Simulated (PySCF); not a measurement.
**C₁₂F₄N₄: electronic excitations at several levels of theory**

How much do the electronic excitations of C₁₂F₄N₄ (`N#CC(C#N)=c1c(F)c(F)c(=C(C#N)C#N)c(F)c1F`) depend on the level of theory, and what does each level cost?

Programs: PySCF 2.14.0, with density-fitted response routines of our own. Each step states its level of theory. These are calculated values for one molecule in the gas phase, unless marked as measured. Atoms are numbered from 0 throughout.

## Step 1: Starting geometry

20 atoms, charge 0, multiplicity 1; geometry from: GFN2-xTB.

Bonds of the start (Å): N0–C1 1.15, C1–C2 1.41, C2–C3 1.41, C3–N4 1.15, C2–C5 1.38, C5–C6 1.44, C6–F7 1.33, C6–C8 1.36, C8–F9 1.33, C8–C10 1.44, C10–C11 1.38, C11–C12 1.41, C12–N13 1.15, C11–C14 1.41, C14–N15 1.15, C10–C16 1.44, C16–F17 1.33, C16–C18 1.36, C18–F19 1.33, C18–C5 1.44.

## Step 2: Geometry optimisation at PBE0-D3(BJ)/def2-SVP

The job: settings as JSON, then the geometry in Å.

```
{"job": {"xc": "PBE0", "basis": "def2-SVP", "d3": "d3bj", "grid": 2, "kind": "geom"}, "charge": 0, "multiplicity": 1}
N      4.330720     0.344980     2.044410
C      3.622910     0.112570     1.173490
C      2.826910    -0.196390     0.047200
C      3.609730    -0.617760    -1.050470
N      4.307430    -0.948340    -1.897480
C      1.447170    -0.101700     0.024050
C      0.685450     0.332660     1.163300
F      1.338240     0.652290     2.279220
C     -0.671520     0.427720     1.140130
F     -1.310950     0.837570     2.234070
C     -1.447230     0.100930    -0.023790
C     -2.826730     0.198820    -0.048000
C     -3.609470     0.621190     1.049330
N     -4.306900     0.955480     1.895120
C     -3.623170    -0.116010    -1.172350
N     -4.331260    -0.352130    -2.042050
C     -0.685470    -0.332930    -1.163210
F     -1.338260    -0.652530    -2.279140
C      0.671540    -0.427440    -1.140220
F      1.310960    -0.837330    -2.234160
```

Standard output:

```text
step   0  E = -1073.53376666  max force = 0.026337
step   1  E = -1073.53754517  max force = 0.005362
step   2  E = -1073.53727901  max force = 0.004690
step   3  E = -1073.53770515  max force = 0.002263
step   4  E = -1073.53764929  max force = 0.001874
step   5  E = -1073.53777176  max force = 0.001301
step   6  E = -1073.53779817  max force = 0.001191
step   7  E = -1073.53779713  max force = 0.000801
step   8  E = -1073.53782505  max force = 0.000232
step   9  E = -1073.53782698  max force = 0.000131
optimisation converged
```

It took 15 min on 8 threads of Arm Neoverse N1, shared host.

Step by step: (the energy doesn't fall at every step)

| step | energy from step 0 (eV) | largest force component (eV/Å) |
| --- | --- | --- |
| 0 | 0.0000 | 1.3543 |
| 1 | -0.1028 | 0.2757 |
| 2 | -0.0956 | 0.2412 |
| 3 | -0.1072 | 0.1164 |
| 4 | -0.1057 | 0.0964 |
| 5 | -0.1090 | 0.0669 |
| 6 | -0.1097 | 0.0612 |
| 7 | -0.1097 | 0.0412 |
| 8 | -0.1104 | 0.0119 |
| 9 | -0.1105 | 0.0067 |

Distances of close pairs at the start and the end, largest changes first:

| bond | before (Å) | after (Å) | change (Å) |
| --- | --- | --- | --- |
| C16–F17 | 1.332 | 1.313 | -0.019 |
| C6–F7 | 1.332 | 1.313 | -0.019 |
| C18–F19 | 1.332 | 1.313 | -0.019 |
| C8–F9 | 1.332 | 1.313 | -0.019 |
| C2–C3 | 1.413 | 1.428 | +0.015 |
| C11–C12 | 1.413 | 1.428 | +0.015 |
| C1–C2 | 1.413 | 1.428 | +0.015 |
| C11–C14 | 1.413 | 1.428 | +0.015 |

The end geometry stands in the next job.

| at the end point | value |
| --- | --- |
| point group (found at 0.08 Å tolerance) | D2h |
| rotational constants (GHz, main isotopes) | 0.622, 0.242, 0.174 |
| dipole moment (D) | 0.00 |

## Step 3: Excited states and response: CAM-B3LYP/def2-SVPD

The job: settings as JSON, then the geometry in Å.

```
{"job": {"kind": "uv", "xc": "CAM-B3LYP", "basis": "def2-SVPD", "nstates": 12, "ntriplets": 4}, "charge": 0, "multiplicity": 1}
N      4.359570     0.357272     2.051516
C      3.632069     0.122628     1.179150
C      2.830859    -0.193968     0.040321
C      3.613949    -0.620685    -1.074904
N      4.327341    -0.955973    -1.925776
C      1.448800    -0.098644     0.019963
C      0.687577     0.332385     1.168620
F      1.326749     0.645951     2.271913
C     -0.668851     0.423750     1.150275
F     -1.289929     0.821390     2.236753
C     -1.449011     0.098495    -0.020245
C     -2.830962     0.194316    -0.040212
C     -3.613413     0.621671     1.075179
N     -4.326417     0.957790     1.926036
C     -3.632010    -0.122467    -1.179070
N     -4.359469    -0.357228    -2.051433
C     -0.687899    -0.332741    -1.168882
F     -1.326801    -0.646525    -2.272265
C      0.668530    -0.424000    -1.150475
F      1.289421    -0.821769    -2.237013
```

Method: TDDFT CAM-B3LYP/def2-SVPD, vertical, gas phase, core orbitals frozen in the response.

Standard output:

```text
coarse grid: 21624 points
cycle   1  E = -1073.6518376373  dE =  4.568e+00  |g| = 1.389e+00  |ddm| = 1.536e+01
cycle   2  E = -1072.4428015768  dE =  1.209e+00  |g| = 2.768e+00  |ddm| = 8.635e+00
cycle   3  E = -1074.1138983269  dE = -1.671e+00  |g| = 1.873e-01  |ddm| = 6.472e+00
cycle   4  E = -1074.1165241936  dE = -2.626e-03  |g| = 1.603e-01  |ddm| = 7.019e-01
cycle   5  E = -1074.1214415823  dE = -4.917e-03  |g| = 3.518e-02  |ddm| = 3.618e-01
cycle   6  E = -1074.1217109127  dE = -2.693e-04  |g| = 1.082e-02  |ddm| = 1.104e-01
cycle   7  E = -1074.1217469307  dE = -3.602e-05  |g| = 2.757e-03  |ddm| = 3.614e-02
cycle   8  E = -1074.1217523860  dE = -5.455e-06  |g| = 1.152e-03  |ddm| = 1.438e-02
final grid: 224880 points
cycle   9  E = -1074.2910904392  dE = -5.576e-05  |g| = 4.698e-03  |ddm| = 3.409e-01
cycle  10  E = -1074.2910893690  dE =  1.070e-06  |g| = 5.648e-03  |ddm| = 2.107e-02
cycle  11  E = -1074.2910943598  dE = -4.991e-06  |g| = 5.206e-04  |ddm| = 1.012e-02
cycle  12  E = -1074.2910943791  dE = -1.925e-08  |g| = 4.450e-04  |ddm| = 2.534e-03
cycle  13  E = -1074.2910944233  dE = -4.424e-08  |g| = 1.194e-04  |ddm| = 1.133e-03
cycle  14  E = -1074.2910944262  dE = -2.887e-09  |g| = 4.116e-05  |ddm| = 3.229e-04
cycle  15  E = -1074.2910944267  dE = -4.693e-10  |g| = 8.931e-06  |ddm| = 1.156e-04
converged SCF energy = -1074.2910944267

Static polarisability (au): isotropic 232.970, principal 81.066 167.178 450.665

Singlet excitations
state   eV       nm        f      main configurations
  1   2.9972    413.7   0.00000   H-1->L 1.00
  2   3.0409    407.7   1.22679   H->L 0.98
  3   4.6600    266.1   0.00000   H-3->L 0.93
  4   4.6652    265.8   0.00000   H-4->L 0.93
  5   4.7159    262.9   0.00000   H-2->L 0.90
  6   4.9107    252.5   0.00000   H-5->L 0.92
  7   5.0759    244.3   0.00030   H-8->L 0.90
  8   5.4805    226.2   0.00015   H-7->L 0.86
  9   5.4856    226.0   0.11044   H-6->L 0.91
 10   5.4998    225.4   0.00000   H->L+1 0.89
 11   5.6179    220.7   0.00000   H->L+2 0.93
 12   5.9706    207.7   0.03575   H-13->L 0.90

Triplet excitations (Tamm-Dancoff, eV): 1.0145 2.3874 3.2189 4.4466
```

It took 11 min on 8 threads of Arm Neoverse N1, shared host.

The orbitals next to the gap, with their largest atomic shares:

| orbital | eV | atoms |
| --- | --- | --- |
| HOMO−3 | -12.14 | N0 14 %, N4 14 %, N15 12 % |
| HOMO−2 | -11.72 | C5 14 %, C10 14 %, N15 7 % |
| HOMO−1 | -10.55 | C8 16 %, C16 16 %, C18 16 % |
| HOMO | -9.20 | C2 13 %, C11 13 %, N15 6 % |
| LUMO | -4.74 | C2 14 %, C11 14 %, C5 8 % |
| LUMO+1 | -1.38 | C10 17 %, C5 17 %, C11 6 % |
| LUMO+2 | -0.78 | C18 16 %, C8 16 %, C6 16 % |

With each of the 12 states as a Gaussian band of 0.4 eV half-width at 1/e, the curve within the window shown has maxima at 408 nm (ε 50,000), 225 nm (ε 4,900) L/(mol cm). Beyond the last state computed it falls off for lack of states. The curve at chosen wavelengths:

```json
{"nm": "198", "ε (L/mol/cm)": "920"}
{"nm": "211", "ε (L/mol/cm)": "3044"}
{"nm": "224", "ε (L/mol/cm)": "4852"}
{"nm": "236", "ε (L/mol/cm)": "3327"}
{"nm": "249", "ε (L/mol/cm)": "949"}
{"nm": "262", "ε (L/mol/cm)": "141"}
{"nm": "275", "ε (L/mol/cm)": "14"}
{"nm": "287", "ε (L/mol/cm)": "3"}
{"nm": "300", "ε (L/mol/cm)": "27"}
{"nm": "313", "ε (L/mol/cm)": "240"}
{"nm": "326", "ε (L/mol/cm)": "1275"}
{"nm": "338", "ε (L/mol/cm)": "4148"}
{"nm": "351", "ε (L/mol/cm)": "10794"}
{"nm": "364", "ε (L/mol/cm)": "21322"}
{"nm": "377", "ε (L/mol/cm)": "33587"}
{"nm": "389", "ε (L/mol/cm)": "43267"}
{"nm": "402", "ε (L/mol/cm)": "49037"}
{"nm": "415", "ε (L/mol/cm)": "48861"}
{"nm": "428", "ε (L/mol/cm)": "43776"}
{"nm": "440", "ε (L/mol/cm)": "36575"}
{"nm": "453", "ε (L/mol/cm)": "28062"}
{"nm": "466", "ε (L/mol/cm)": "20268"}
{"nm": "479", "ε (L/mol/cm)": "13932"}
{"nm": "491", "ε (L/mol/cm)": "9507"}
{"nm": "504", "ε (L/mol/cm)": "6088"}
{"nm": "517", "ε (L/mol/cm)": "3795"}
```

Ground-state properties from the same run:

| property | computed |
| --- | --- |
| dipole moment (D) | 0.00 |
| polarisability (Å³) | 34.52 |
| HOMO–LUMO gap (eV) | 4.46 |
| −ε(HOMO) (eV) | 9.20 |

## Step 4: Ultraviolet spectrum: PBE0/def2-SVPD

The job, as its differences from that of step 3:

```diff
@@ -1,2 +1,2 @@
-{"job": {"kind": "uv", "xc": "CAM-B3LYP", "basis": "def2-SVPD", "nstates": 12, "ntriplets": 4}, "charge": 0, "multiplicity": 1}
+{"job": {"kind": "uv", "xc": "PBE0", "basis": "def2-SVPD", "nstates": 12, "ntriplets": 4}, "charge": 0, "multiplicity": 1}
 N      4.359570     0.357272     2.051516
```

Method: TDDFT PBE0/def2-SVPD, vertical, gas phase, core orbitals frozen in the response.

Standard output:

```text
coarse grid: 21624 points
cycle   1  E = -1073.1088167161  dE =  4.101e+00  |g| = 1.170e+00  |ddm| = 1.367e+01
cycle   2  E = -1071.3936791786  dE =  1.715e+00  |g| = 2.951e+00  |ddm| = 9.893e+00
cycle   3  E = -1073.4158128727  dE = -2.022e+00  |g| = 2.474e-01  |ddm| = 8.245e+00
cycle   4  E = -1073.4209435645  dE = -5.131e-03  |g| = 1.890e-01  |ddm| = 7.773e-01
cycle   5  E = -1073.4276187419  dE = -6.675e-03  |g| = 4.583e-02  |ddm| = 4.394e-01
cycle   6  E = -1073.4280825838  dE = -4.638e-04  |g| = 1.323e-02  |ddm| = 1.427e-01
cycle   7  E = -1073.4281246743  dE = -4.209e-05  |g| = 2.236e-03  |ddm| = 4.022e-02
cycle   8  E = -1073.4281258443  dE = -1.170e-06  |g| = 8.774e-04  |ddm| = 8.676e-03
final grid: 224880 points
cycle   9  E = -1073.5659905118  dE = -5.425e-05  |g| = 6.973e-03  |ddm| = 3.166e-01
cycle  10  E = -1073.5659813579  dE =  9.154e-06  |g| = 1.035e-02  |ddm| = 4.443e-02
cycle  11  E = -1073.5659998654  dE = -1.851e-05  |g| = 2.066e-03  |ddm| = 1.922e-02
cycle  12  E = -1073.5660006657  dE = -8.004e-07  |g| = 1.021e-03  |ddm| = 7.467e-03
cycle  13  E = -1073.5660008776  dE = -2.119e-07  |g| = 1.794e-04  |ddm| = 2.584e-03
cycle  14  E = -1073.5660008828  dE = -5.215e-09  |g| = 1.013e-04  |ddm| = 5.832e-04
cycle  15  E = -1073.5660008854  dE = -2.624e-09  |g| = 3.128e-05  |ddm| = 3.265e-04
cycle  16  E = -1073.5660008856  dE = -2.001e-10  |g| = 1.545e-05  |ddm| = 9.403e-05
converged SCF energy = -1073.5660008856

Static polarisability (au): isotropic 233.929, principal 80.666 172.007 449.113

Singlet excitations
state   eV       nm        f      main configurations
  1   2.6646    465.3   0.00000   H-1->L 1.00
  2   2.9580    419.1   1.13057   H->L 0.98
  3   4.0938    302.9   0.00000   H-3->L 0.98
  4   4.1006    302.4   0.00000   H-4->L 0.98
  5   4.2404    292.4   0.00000   H-2->L 0.82, H->L+1 0.17
  6   4.3834    282.8   0.00000   H-5->L 0.98
  7   4.5319    273.6   0.00038   H-8->L 0.97
  8   4.8862    253.7   0.00045   H-7->L 0.94
  9   4.8886    253.6   0.09675   H-6->L 0.95
 10   5.1368    241.4   0.00000   H-9->L 0.99
 11   5.1429    241.1   0.00000   H-10->L 0.99
 12   5.2865    234.5   0.00694   H-12->L 0.98

Triplet excitations (Tamm-Dancoff, eV): 1.0100 2.1930 3.1822 3.9451
```

It took 8.6 min on 8 threads of Arm Neoverse N1, shared host.

Key values: HOMO -8.20 eV, LUMO -5.52 eV; lowest singlet 2.66 eV.

## Step 5: Ultraviolet spectrum: PBE/def2-SVPD

The job, as its differences from that of step 4:

```diff
@@ -1,2 +1,2 @@
-{"job": {"kind": "uv", "xc": "PBE0", "basis": "def2-SVPD", "nstates": 12, "ntriplets": 4}, "charge": 0, "multiplicity": 1}
+{"job": {"kind": "uv", "xc": "PBE", "basis": "def2-SVPD", "nstates": 12, "ntriplets": 4}, "charge": 0, "multiplicity": 1}
 N      4.359570     0.357272     2.051516
```

Method: TDDFT PBE/def2-SVPD, vertical, gas phase, core orbitals frozen in the response.

Standard output:

```text
coarse grid: 21624 points
cycle   1  E = -1073.1630007255  dE =  3.506e+00  |g| = 1.053e+00  |ddm| = 1.579e+01
cycle   2  E = -1070.4458794364  dE =  2.717e+00  |g| = 3.494e+00  |ddm| = 1.112e+01
cycle   3  E = -1073.3725582009  dE = -2.927e+00  |g| = 4.086e-01  |ddm| = 9.408e+00
cycle   4  E = -1073.3960864319  dE = -2.353e-02  |g| = 2.582e-01  |ddm| = 1.197e+00
cycle   5  E = -1073.4080918933  dE = -1.201e-02  |g| = 8.916e-02  |ddm| = 5.917e-01
cycle   6  E = -1073.4096426259  dE = -1.551e-03  |g| = 3.290e-02  |ddm| = 2.816e-01
cycle   7  E = -1073.4099268844  dE = -2.843e-04  |g| = 6.255e-03  |ddm| = 1.074e-01
cycle   8  E = -1073.4099378481  dE = -1.096e-05  |g| = 1.783e-03  |ddm| = 2.120e-02
cycle   9  E = -1073.4099384798  dE = -6.317e-07  |g| = 6.207e-04  |ddm| = 7.059e-03
final grid: 224880 points
cycle  10  E = -1073.5974976945  dE = -7.380e-05  |g| = 1.365e-02  |ddm| = 4.696e-01
cycle  11  E = -1073.5972209613  dE =  2.767e-04  |g| = 3.466e-02  |ddm| = 9.885e-02
cycle  12  E = -1073.5974032962  dE = -1.823e-04  |g| = 1.783e-02  |ddm| = 8.810e-02
cycle  13  E = -1073.5975341653  dE = -1.309e-04  |g| = 3.488e-03  |ddm| = 4.204e-02
cycle  14  E = -1073.5975373095  dE = -3.144e-06  |g| = 2.002e-03  |ddm| = 1.214e-02
cycle  15  E = -1073.5975382001  dE = -8.906e-07  |g| = 3.475e-04  |ddm| = 4.254e-03
cycle  16  E = -1073.5975382241  dE = -2.397e-08  |g| = 1.941e-04  |ddm| = 1.117e-03
cycle  17  E = -1073.5975382350  dE = -1.092e-08  |g| = 1.587e-05  |ddm| = 5.699e-04
cycle  18  E = -1073.5975382349  dE =  9.641e-11  |g| = 2.532e-05  |ddm| = 7.628e-05
converged SCF energy = -1073.5975382349

Static polarisability (au): isotropic 238.914, principal 82.054 182.412 452.274

Singlet excitations
state   eV       nm        f      main configurations
  1   2.1406    579.2   0.00000   H-1->L 0.99
  2   2.7548    450.1   0.92842   H->L 0.97
  3   3.4101    363.6   0.00000   H-3->L 0.99
  4   3.4138    363.2   0.00000   H-4->L 0.99
  5   3.6298    341.6   0.00000   H-5->L 0.99
  6   3.6487    339.8   0.00000   H-2->L 0.75, H->L+1 0.24
  7   3.7474    330.9   0.00136   H-6->L 0.98
  8   3.8591    321.3   0.00000   H-7->L 1.00
  9   3.8639    320.9   0.00000   H-8->L 0.99
 10   4.0152    308.8   0.00000   H-11->L 0.99
 11   4.0566    305.6   0.00181   H-12->L 0.98
 12   4.1616    297.9   0.00006   H-10->L 0.94

Triplet excitations (Tamm-Dancoff, eV): 1.1002 1.8514 3.0409 3.2960
```

Wall time 4.4 min (8 threads of Arm Neoverse N1, shared host).

This run: HOMO -7.32 eV, LUMO -5.88 eV; lowest singlet 2.14 eV.

## Step 6: Ultraviolet spectrum: B3LYP/def2-SVPD

The job, as its differences from that of step 5:

```diff
@@ -1,2 +1,2 @@
-{"job": {"kind": "uv", "xc": "PBE", "basis": "def2-SVPD", "nstates": 12, "ntriplets": 4}, "charge": 0, "multiplicity": 1}
+{"job": {"kind": "uv", "xc": "B3LYP", "basis": "def2-SVPD", "nstates": 12, "ntriplets": 4}, "charge": 0, "multiplicity": 1}
 N      4.359570     0.357272     2.051516
```

Method: TDDFT B3LYP/def2-SVPD, vertical, gas phase, core orbitals frozen in the response.

Standard output:

```text
coarse grid: 21624 points
cycle   1  E = -1074.2219675693  dE =  3.981e+00  |g| = 1.208e+00  |ddm| = 1.576e+01
cycle   2  E = -1072.1155204754  dE =  2.106e+00  |g| = 3.225e+00  |ddm| = 9.859e+00
cycle   3  E = -1074.5394350111  dE = -2.424e+00  |g| = 2.773e-01  |ddm| = 7.997e+00
cycle   4  E = -1074.5454572332  dE = -6.022e-03  |g| = 2.161e-01  |ddm| = 8.533e-01
cycle   5  E = -1074.5542340817  dE = -8.777e-03  |g| = 5.274e-02  |ddm| = 4.498e-01
cycle   6  E = -1074.5548560644  dE = -6.220e-04  |g| = 1.476e-02  |ddm| = 1.674e-01
cycle   7  E = -1074.5549083650  dE = -5.230e-05  |g| = 2.954e-03  |ddm| = 4.870e-02
cycle   8  E = -1074.5549104459  dE = -2.081e-06  |g| = 9.243e-04  |ddm| = 9.523e-03
final grid: 224880 points
cycle   9  E = -1074.7196446351  dE = -6.508e-05  |g| = 5.616e-03  |ddm| = 4.530e-01
cycle  10  E = -1074.7196358655  dE =  8.770e-06  |g| = 9.106e-03  |ddm| = 2.898e-02
cycle  11  E = -1074.7196500132  dE = -1.415e-05  |g| = 1.612e-03  |ddm| = 1.863e-02
cycle  12  E = -1074.7196505255  dE = -5.123e-07  |g| = 6.409e-04  |ddm| = 3.794e-03
cycle  13  E = -1074.7196506112  dE = -8.566e-08  |g| = 1.756e-04  |ddm| = 1.497e-03
cycle  14  E = -1074.7196506168  dE = -5.606e-09  |g| = 9.812e-05  |ddm| = 6.685e-04
cycle  15  E = -1074.7196506188  dE = -2.020e-09  |g| = 4.892e-05  |ddm| = 2.815e-04
cycle  16  E = -1074.7196506195  dE = -6.512e-10  |g| = 1.066e-05  |ddm| = 1.153e-04
converged SCF energy = -1074.7196506195

Static polarisability (au): isotropic 235.770, principal 81.234 174.175 451.901

Singlet excitations
state   eV       nm        f      main configurations
  1   2.5948    477.8   0.00000   H-1->L 1.00
  2   2.9112    425.9   1.09480   H->L 0.98
  3   3.9476    314.1   0.00000   H-3->L 0.99
  4   3.9559    313.4   0.00000   H-4->L 0.99
  5   4.1036    302.1   0.00000   H-2->L 0.80, H->L+1 0.19
  6   4.2558    291.3   0.00000   H-5->L 0.98
  7   4.3920    282.3   0.00037   H-8->L 0.98
  8   4.7214    262.6   0.00027   H-7->L 0.95
  9   4.7243    262.4   0.09174   H-6->L 0.95
 10   4.9375    251.1   0.00000   H-9->L 0.96
 11   4.9412    250.9   0.00000   H-10->L 0.96
 12   5.0703    244.5   0.00612   H-12->L 0.98

Triplet excitations (Tamm-Dancoff, eV): 1.0496 2.1766 3.1774 3.8214
```

Wall time 8.7 min (8 threads of Arm Neoverse N1, shared host).

This run: HOMO -8.02 eV, LUMO -5.60 eV; lowest singlet 2.59 eV.

## Step 7: Side by side: electronic excitations

Excitations and ground-state properties, with basis size and wall time:

| run | lowest singlet (eV) | brightest (eV) | f | gap (eV) | α (Å³) | μ (D) | functions | time |
| --- | --- | --- | --- | --- | --- | --- | --- | --- |
| CAM-B3LYP/def2-SVPD | 3.00 | 3.04 | 1.227 | 4.46 | 34.52 | 0.00 | 412 | 11 min |
| PBE0/def2-SVPD | 2.66 | 2.96 | 1.131 | 2.68 | 34.66 | 0.00 | 412 | 8.6 min |
| PBE/def2-SVPD | 2.14 | 2.75 | 0.928 | 1.44 | 35.40 | 0.00 | 412 | 4.4 min |
| B3LYP/def2-SVPD | 2.59 | 2.91 | 1.095 | 2.42 | 34.94 | 0.00 | 412 | 8.7 min |

## Step 8: Summary of results

```
                                quantity                        value
                             point group                          D2h
    rotational constants (main isotopes)         0.62, 0.24, 0.17 GHz
    lowest singlet (CAM-B3LYP/def2-SVPD)  3.00 eV (414 nm), f = 0.000
brightest single state of those computed  state 2, 3.04 eV, f = 1.227
                          lowest triplet                      1.01 eV
             range of the lowest singlet              2.14 to 3.00 eV
```

Single values in the summary come from the first sound run of each kind (CAM-B3LYP/def2-SVPD), which need not be the best level. The optimisation took 9 steps and gained 0.110 eV; among the close pairs (by a distance rule), C16–F17 changed most, from 1.332 to 1.313 Å. The lowest singlet, at 3.00 eV, is HOMO−1→LUMO 1.00 and is dark; of the 12 states computed, the strongest absorption comes from state 2 at 3.04 eV. State 2 absorbs in the visible (408 nm). The lowest triplet lies 1.98 eV below the lowest singlet (triplets in Tamm-Dancoff, singlets in full TDDFT). The lowest singlet runs from 2.14 eV (PBE/def2-SVPD) to 3.00 eV (CAM-B3LYP/def2-SVPD), while the orbital gap spans 1.44 to 4.46 eV: the excitation energy moves far less from run to run than the orbital gap does. The lowest state need not be the same one in every run.
